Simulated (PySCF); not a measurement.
**The bond of KMg−, level by level**

What are the lowest state that PBE0 finds, the bond length, vibrational wavenumber and bond energy of KMg−, and how much do these hang on the method?

Method: K aug-pcseg-1, Mg aug-pcseg-1, no relativity; program: PySCF 2.14.0.

4 further runs of the same task are left out: 4 set aside as unsound or not needed.

## (1) Set-up

Settings of the job:

```yaml
atoms: K, Mg
charge: -1
basis: K aug-pcseg-1, Mg aug-pcseg-1
Hamiltonian: no relativity
basis_functions: 47
electrons_treated: 32
masses_in_u: 38.9637, 23.9850
levels: PBE0, PBE, r²SCAN, PBEsol, B2PLYP, M06, MP2, SCS-MP2, CCSD, CCSD(T)
grid: 80 radial by 434 angular points
occupations: held fixed by the projection of orbital angular momentum
dissociation_limit: K− + Mg, each in its ground configuration
starting_distance_in_angstrom: 3.400
values_of_2S_to_try: 0, 2
```

Run with:

```bash
$ OMP_NUM_THREADS=1 python dia.py task.json out
```

Further steps of the session: The PBE0 curve of the state that the search chose; PBE; r²SCAN (meta-GGA); PBEsol (GGA); B2PLYP (double hybrid); M06 (hybrid meta-GGA); Adding correlation.

Q: Predict the outcome of this session. Wanted: for each run, Re; ωe; De; μ.

As calculated:

Lowest PBE0 solution found, without spin–orbit coupling: ¹Σ⁺ (singlet), closed shell.

| level | Re (Å) | ωe (cm⁻¹) | De (eV) | μ (D) |
| --- | --- | --- | --- | --- |
| RHF-MP2 | 4.742 | 31.9 | 0.085 | n/a |
| RHF-SCS-MP2 | 5.104 | 22.8 | 0.059 | n/a |
| PBE | 4.240 | 62.7 | 0.293 | 3.48 |
| PBEsol | 4.167 | 66.9 | 0.321 | 3.41 |
| r²SCAN | 4.256 | 64.4 | 0.282 | 3.57 |
| PBE0 | 4.305 | 59.4 | 0.243 | 3.72 |
| M06 | 4.016 | 74.7 | 0.292 | 2.76 |
| B2PLYP | 4.502 | 44.2 | 0.115 | 5.32 |

De is counted to K− + Mg in their ground configurations. A positive dipole points from K to Mg; in an ion it is taken about the centre of mass and does not tell which atom is negative. No constants: RHF-CCSD (no minimum is bracketed among the points kept); RHF-CCSD(T) (no minimum is bracketed among the points kept).

What this shows: The methods spread over 1.089 Å in bond length, from M06 to RHF-SCS-MP2. Among the levels with a De in the table, it runs from 0.059 eV (RHF-SCS-MP2) to 0.321 eV (PBEsol).

Correlated steps freeze 6 core orbitals. B2PLYP dipoles, levels and charges come from its SCF part alone. The bond is weak, and basis-set superposition, which was not computed, may be a sizeable part of it. T1 is 0.023 near the minimum (highest on the curve 0.026), which may point to more than one leading configuration. With some functionals the highest level of the anion is positive, from self-interaction error or because the anion is truly unbound there; the finite basis then holds the extra electron, and no neutral molecule was run to test the binding.
